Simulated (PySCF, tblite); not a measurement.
# C4H10Ge: geometry, infrared bands and NMR shifts

Wanted: the infrared bands and NMR shifts of C4H10Ge (`C=[C]([GeH3])CC`), by calculation.

The runs use tblite 0.8.0 and PySCF 2.14.0, with density-fitted response routines of our own; the level of theory stands in each step. All values are computed, except where a source is named. Atoms count from 0, in the outputs and in this text.

**1. Starting geometry**

15 atoms, charge 0, multiplicity 1; geometry from: force field or distance geometry start.

Bonds of the start (Å): C0–C1 1.35, C1–Ge2 1.93, C1–C3 1.50, C3–C4 1.52, C0–H5 1.07, C0–H6 1.09, Ge2–H7 1.56, Ge2–H8 1.55, Ge2–H9 1.54, C3–H10 1.10, C3–H11 1.12, C4–H12 1.11, C4–H13 1.11, C4–H14 1.10.

**2. Geometry optimisation with GFN2-xTB**

The job: settings as JSON, then the geometry in Å.

```
{"job": {"kind": "relax", "xc": "GFN2-xTB", "basis": "xTB"}, "charge": 0, "multiplicity": 1}
C      0.253200    -0.907900     1.470500
C      0.364100    -0.370600     0.239200
Ge     2.078700     0.349200    -0.293100
C     -0.790700    -0.355800    -0.722500
C     -1.848800     0.651300    -0.285600
H      1.080700    -0.918500     2.154600
H     -0.696600    -1.331300     1.795200
H      2.466500     1.513300     0.663400
H      1.977700     0.891500    -1.744400
H      3.143400    -0.759800    -0.226400
H     -0.434400    -0.102000    -1.733600
H     -1.247700    -1.379700    -0.768000
H     -1.408500     1.671400    -0.230200
H     -2.666300     0.661900    -1.041200
H     -2.275700     0.395000     0.699900
```

Launch:

```console
$ OMP_NUM_THREADS=1 python probes_run.py task.json out
```

This one command runs all jobs of the session in turn.

The program printed:

```text
step      E/eV     max force
  0    -422.68248    1.387
  1    -422.74659    1.029
  2    -422.78007    0.425
  3    -422.79812    0.298
  4    -422.80629    0.276
  5    -422.81081    0.172
  6    -422.81387    0.166
  7    -422.81605    0.161
  8    -422.81814    0.111
  9    -422.81953    0.091
 10    -422.82051    0.076
 11    -422.82130    0.080
 12    -422.82197    0.083
 13    -422.82237    0.047
 14    -422.82255    0.032
 15    -422.82268    0.026
 16    -422.82285    0.043
 17    -422.82310    0.045
 18    -422.82338    0.047
 19    -422.82363    0.042
 20    -422.82390    0.046
 21    -422.82427    0.067
 22    -422.82480    0.067
 23    -422.82542    0.060
 24    -422.82600    0.067
 25    -422.82658    0.073
 26    -422.82726    0.078
 27    -422.82810    0.069
 28    -422.82894    0.077
 29    -422.82969    0.067
 30    -422.83042    0.074
 31    -422.83141    0.083
 32    -422.83287    0.089
 33    -422.83470    0.105
 34    -422.83647    0.114
 35    -422.83838    0.115
 36    -422.84054    0.118
 37    -422.84256    0.122
 38    -422.84491    0.126
 39    -422.84767    0.173
 40    -422.85156    0.137
 41    -422.85618    0.115
 42    -422.85756    0.118
 43    -422.85916    0.100
 44    -422.86144    0.088
 45    -422.86434    0.080
 46    -422.86521    0.083
 47    -422.86630    0.098
 48    -422.86736    0.092
 49    -422.86874    0.085
 50    -422.86991    0.083
 51    -422.87086    0.082
 52    -422.87163    0.061
 53    -422.87243    0.071
 54    -422.87327    0.078
 55    -422.87409    0.066
 56    -422.87486    0.067
 57    -422.87575    0.072
 58    -422.87681    0.102
 59    -422.87783    0.086
 60    -422.87850    0.062
 61    -422.87896    0.057
 62    -422.87947    0.081
 63    -422.88014    0.110
 64    -422.88074    0.091
 65    -422.88105    0.042
 66    -422.88117    0.032
 67    -422.88126    0.030
 68    -422.88140    0.031
 69    -422.88154    0.024
 70    -422.88167    0.023
 71    -422.88176    0.026
 72    -422.88184    0.025
 73    -422.88194    0.023
 74    -422.88206    0.026
 75    -422.88219    0.026
 76    -422.88231    0.028
 77    -422.88242    0.027
 78    -422.88256    0.031
 79    -422.88274    0.035
 80    -422.88296    0.030
 81    -422.88314    0.027
 82    -422.88326    0.024
 83    -422.88334    0.025
 84    -422.88342    0.022
 85    -422.88355    0.024
 86    -422.88376    0.033
 87    -422.88401    0.035
 88    -422.88422    0.038
 89    -422.88443    0.039
 90    -422.88467    0.035
 91    -422.88500    0.045
 92    -422.88540    0.057
 93    -422.88588    0.059
 94    -422.88646    0.071
 95    -422.88721    0.080
 96    -422.88804    0.110
 97    -422.88886    0.063
 98    -422.88992    0.073
 99    -422.89123    0.091
100    -422.89201    0.073
101    -422.89306    0.064
102    -422.89162    0.191
103    -422.89492    0.084
104    -422.89572    0.061
105    -422.89426    0.172
106    -422.89707    0.067
107    -422.89767    0.067
108    -422.89869    0.116
109    -422.90000    0.066
110    -422.90081    0.055
111    -422.90272    0.071
112    -422.90321    0.080
113    -422.90386    0.063
114    -422.90474    0.051
115    -422.90502    0.052
116    -422.90533    0.044
117    -422.90570    0.048
118    -422.90599    0.048
119    -422.90625    0.040
120    -422.90646    0.031
121    -422.90665    0.025
122    -422.90681    0.029
123    -422.90697    0.026
124    -422.90714    0.025
125    -422.90737    0.028
126    -422.90764    0.031
127    -422.90793    0.033
128    -422.90813    0.025
129    -422.90824    0.028
130    -422.90832    0.021
131    -422.90840    0.020
132    -422.90849    0.021
133    -422.90856    0.018
134    -422.90864    0.021
135    -422.90877    0.025
136    -422.90896    0.030
137    -422.90921    0.031
138    -422.90942    0.024
139    -422.90953    0.015
140    -422.90957    0.012
141    -422.90961    0.010
142    -422.90963    0.009
```

Run time: 0.69 s. Hardware: 1 thread of Arm Neoverse V1, shared host; peak memory 0.18 GiB.

Step by step: (not every step is listed)

```
step  energy from step 0 (eV)  largest force (eV/Å)
   0                   0.0000                1.3870
   1                  -0.0641                1.0292
   2                  -0.0976                0.4247
   3                  -0.1156                0.2982
   4                  -0.1238                0.2756
   5                  -0.1283                0.1716
   6                  -0.1314                0.1662
   7                  -0.1336                0.1611
   8                  -0.1357                0.1109
  20                  -0.1414                0.0464
  32                  -0.1504                0.0895
  44                  -0.1790                0.0883
  56                  -0.1924                0.0671
  68                  -0.1989                0.0309
  80                  -0.2005                0.0296
  92                  -0.2029                0.0569
 104                  -0.2132                0.0608
 116                  -0.2228                0.0438
 128                  -0.2257                0.0251
 137                  -0.2267                0.0312
 138                  -0.2269                0.0241
 139                  -0.2271                0.0153
 140                  -0.2271                0.0117
 141                  -0.2271                0.0097
 142                  -0.2271                0.0086
```

Distances of close pairs at the start and the end, largest changes first:

```
  bond  before (Å)  after (Å)  change (Å)
Ge2–H7       1.556      1.498      -0.058
Ge2–H8       1.553      1.498      -0.055
Ge2–H9       1.539      1.495      -0.044
C3–H11       1.122      1.093      -0.029
C4–H13       1.113      1.088      -0.025
C1–Ge2       1.934      1.959      +0.025
 C0–C1       1.348      1.325      -0.023
C4–H12       1.112      1.091      -0.022
```

The end geometry stands in the next job.

**3. Infrared spectrum with GFN2-xTB**

The job: settings as JSON, then the geometry in Å.

```
{"job": {"kind": "ir", "xc": "GFN2-xTB", "basis": "xTB"}, "charge": 0, "multiplicity": 1}
C      0.399109    -1.432680     1.320422
C      0.285603    -0.590948     0.303818
Ge     1.784098     0.571167    -0.189675
C     -0.970548    -0.483059    -0.507331
C     -1.537685     0.932018    -0.458181
H      1.310610    -1.505335     1.893476
H     -0.406173    -2.085910     1.624296
H      1.635686     1.966508     0.333667
H      1.910954     0.681735    -1.677795
H      3.063869     0.029944     0.360807
H     -0.739035    -0.736282    -1.546996
H     -1.715152    -1.195912    -0.143533
H     -0.816339     1.641080    -0.866280
H     -2.455400     0.999617    -1.038424
H     -1.754013     1.216045     0.569816
```

The program printed:

```text
mode    cm-1     km/mol
  1      65.0      0.09
  2     112.8      0.02
  3     176.9      0.53
  4     211.2      0.21
  5     275.2      1.94
  6     322.0      4.94
  7     403.8     14.14
  8     518.8     89.75
  9     539.2      3.55
 10     573.9     90.28
 11     709.0      9.07
 12     780.9    430.19
 13     826.8      1.41
 14     851.3    113.51
 15     873.4    106.98
 16     903.7     30.68
 17     906.8      9.34
 18    1022.5      1.82
 19    1075.1      1.29
 20    1087.6      2.25
 21    1193.1      0.87
 22    1242.2      0.29
 23    1316.2      0.80
 24    1405.1      2.03
 25    1414.6      0.17
 26    1477.3      0.95
 27    1491.2      3.58
 28    1497.3      2.20
 29    1679.0      1.47
 30    1969.7    167.48
 31    2049.4    473.47
 32    2070.9    464.82
 33    2933.3     37.12
 34    2961.6     37.31
 35    2992.0     59.57
 36    3027.2     40.26
 37    3031.0     32.70
 38    3058.2     43.38
 39    3083.5     51.81
```

Wall time 0.35 s (1 thread of Arm Neoverse V1, shared host); peak memory 0.18 GiB.

The strongest bands and the atoms that carry them (share of the mass-weighted mode):

```
cm⁻¹  km/mol                      atoms
 519    89.8  H8 36 %, H9 34 %, H7 11 %
 574    90.3  C1 39 %, H7 22 %, H9 13 %
 781   430.2  H9 35 %, H8 35 %, H7 26 %
 851   113.5  H8 44 %, H9 36 %, H7 18 %
 873   107.0  H7 51 %, H9 25 %, H8 21 %
1970   167.5  H8 38 %, H7 37 %, H9 25 %
2049   473.5           H7 56 %, H8 41 %
2071   464.8           H9 73 %, H8 20 %
```

**4. NMR shieldings: PBE0/pcSseg-1**

Same as in step 3 but for these lines:

```diff
@@ -1,2 +1,2 @@
-{"job": {"kind": "ir", "xc": "GFN2-xTB", "basis": "xTB"}, "charge": 0, "multiplicity": 1}
+{"job": {"kind": "nmr", "xc": "PBE0", "basis": "pcSseg-1"}, "charge": 0, "multiplicity": 1}
 C      0.399109    -1.432680     1.320422
```

Method: GIAO PBE0/pcSseg-1 NMR shielding, non-relativistic, gas phase.

The program printed:

```text
coarse grid: 52856 points
cycle   1  E = -2234.6412438286  dE = -3.436e-01  |g| = 8.920e-01  |ddm| = 3.431e+00
cycle   2  E = -2234.6201327526  dE =  2.111e-02  |g| = 8.943e-01  |ddm| = 9.234e-01
cycle   3  E = -2234.7086044142  dE = -8.847e-02  |g| = 8.144e-02  |ddm| = 5.859e-01
cycle   4  E = -2234.7095439245  dE = -9.395e-04  |g| = 3.229e-02  |ddm| = 8.820e-02
cycle   5  E = -2234.7097911321  dE = -2.472e-04  |g| = 8.522e-03  |ddm| = 3.119e-02
cycle   6  E = -2234.7098094034  dE = -1.827e-05  |g| = 2.153e-03  |ddm| = 9.626e-03
cycle   7  E = -2234.7098105713  dE = -1.168e-06  |g| = 4.905e-04  |ddm| = 2.226e-03
final grid: 111592 points
cycle   8  E = -2234.7098318698  dE = -2.402e-08  |g| = 5.792e-04  |ddm| = 1.976e-03
cycle   9  E = -2234.7098318208  dE =  4.897e-08  |g| = 7.381e-04  |ddm| = 1.158e-03
cycle  10  E = -2234.7098319509  dE = -1.300e-07  |g| = 8.978e-05  |ddm| = 6.397e-04
cycle  11  E = -2234.7098319530  dE = -2.099e-09  |g| = 1.533e-05  |ddm| = 8.872e-05
cycle  12  E = -2234.7098319530  dE = -5.093e-11  |g| = 2.438e-06  |ddm| = 1.480e-05
converged SCF energy = -2234.7098319530

GIAO shielding tensors (ppm)
atom      isotropic    diamagn.    paramagn.     s11        s22        s33       span
  0 C       54.328     252.493    -198.165    -57.391     77.931    142.445    199.836
  1 C       29.670     264.196    -234.526    -81.781     14.487    156.304    238.086
  2 Ge    1568.078    2755.603   -1187.526   1454.011   1561.244   1688.978    234.967
  3 C      147.314     245.556     -98.242    134.128    137.752    170.063     35.935
  4 C      168.949     248.937     -79.988    159.590    164.688    182.568     22.977
  5 H       26.124      31.278      -5.154     22.859     23.717     31.795      8.936
  6 H       25.609      31.405      -5.796     22.126     24.833     29.867      7.740
  7 H       27.677      29.433      -1.756     21.121     23.336     38.572     17.451
  8 H       27.964      29.339      -1.375     21.396     23.493     39.002     17.606
  9 H       28.087      29.534      -1.447     21.572     23.049     39.638     18.066
 10 H       29.251      30.814      -1.563     25.999     27.844     33.909      7.910
 11 H       29.396      31.735      -2.339     25.211     28.550     34.426      9.215
 12 H       30.485      31.184      -0.699     25.389     31.676     34.391      9.003
 13 H       30.431      29.087       1.344     26.143     27.288     37.862     11.719
 14 H       30.860      30.778       0.083     27.483     28.728     36.371      8.888
```

It took 24 s on 1 thread of Arm Neoverse V1, shared host; peak memory 0.87 GiB.

The references, computed at this level on geometries of the same kind, shield at (ppm): 1H TMS 31.72, 13C TMS 186.9, 73Ge GeMe4 1331. Their shielding less the atom's gives the shift. The references are single molecules in the gas phase. Atoms listed in one row are averaged.

```
        atoms                          environment  σ (ppm)  δ (ppm)
           C1      fully substituted alkene carbon     29.7    157.3
           C0                 terminal =CH2 carbon     54.3    132.6
           C3                      allylic sp3 CH2    147.3     39.6
           C4                        methyl carbon    168.9     18.0
           H6   hydrogen on a terminal =CH2 carbon    25.61     6.11
           H5   hydrogen on a terminal =CH2 carbon    26.12     5.59
   H7, H8, H9  hydrogen on a germanium bonded to C    27.91     3.81
     H10, H11       hydrogen on an allylic sp3 CH2    29.32     2.39
H12, H13, H14          hydrogen on a methyl carbon    30.59     1.12
          Ge2           germanium bonded to C, 3 H     1568     -237
```

The run also stored atomic charges by several schemes (e):

```
atoms  Mulliken    IAO  Hirshfeld  ESP fit
   C0     -0.07  -0.31      -0.11    -0.51
   C1     -0.61  -0.20      -0.07    -0.05
  Ge2      0.33   0.46       0.29     0.24
   C3     -0.15  -0.25      -0.07     0.15
   C4     -0.29  -0.41      -0.12    -0.19
```

Mayer bond orders: C0–C1 1.98, C1–Ge2 0.83, C1–C3 1.01, C3–C4 1.04.

Orbitals, density, ELF and potential are computed afterwards from the orbital file.

Frontier orbitals at PBE0/pcSseg-1, with the share of their density that lies nearest to each atom:

```
orbital  energy (eV)                                        lies on
   HOMO        -7.53                         C0, C1 about 35 % each
   LUMO        -0.01  C0, C1 about 30 % each; H5, H6 about 8 % each
```

ELF in a plane through or near 7 of the atoms.

Ten even steps from '0' (0.00) to '9' (1.00):
```
0000000000000000000000000000
0000000000000000000000000000
0000000000000000000000000000
0000000000000000000000000000
0000000000110000000000000000
0000000012442000696200000000
0000476422134105999501000000
0003999814632105998579820000
0005999923723202764799970000
0003999952268522731699970000
0000354101463475675468710000
0000000022376564441000000000
0000003899538621575100000000
0000008999635520387400000000
0000004887599991012000000000
0000000000399993000000000000
0000000000069960000000000000
0000000000001100000000000000
0000000000000000000000000000
0000000000000000000000000000
```
The map spans 11.1 Å across and 10.4 Å up, centred on the molecule. Atoms in the plane (x, y in Å): C0 (-1.0, -1.7), Ge2 (-1.5, 1.1), C4 (1.8, 0.5), H5 (-2.1, -1.7), H6 (-0.5, -2.6), H12 (1.3, 1.5), H13 (2.8, 0.5).

On the surface of density 0.002 e/bohr³ the electrostatic potential runs, from the 1st to the 99th percentile, from -0.56 V near C0 to 0.71 V near H6.

**5. What came out**

```
                                                              quantity                             value
                             strongest single infrared mode (GFN2-xTB)             2049 cm⁻¹, 473 km/mol
                                          zero-point energy (GFN2-xTB)                     74.5 kcal/mol
                                13C shifts against TMS (PBE0/pcSseg-1)      157.3, 132.6, 39.6, 18.0 ppm
1H shifts against TMS (PBE0/pcSseg-1, means over atoms taken as alike)  6.11, 5.59, 3.81, 2.39, 1.12 ppm
                             73Ge shifts against GeMe4 (PBE0/pcSseg-1)                          -237 ppm
                                 surface potential, 1st and 99th percentile                -0.56 V and 0.71 V
```

Relaxing lowered the energy by 0.227 eV in 142 steps; the close pair that moved most is Ge2–H7, from 1.556 to 1.498 Å. No mode is imaginary among the 39: a minimum at this level. The strongest single mode, at 2049 cm⁻¹, moves mainly H7 and H8. GFN2-xTB is a fitted tight-binding method: band positions and strengths are rough. Its intensities can rank the bands wrongly. The most deshielded carbon is C1 (fully substituted alkene carbon), at 157.3 ppm: an sp2 carbon of a C=C bond. Spin-orbit coupling is left out, which matters for shieldings and couplings at and beside the heavy atoms.
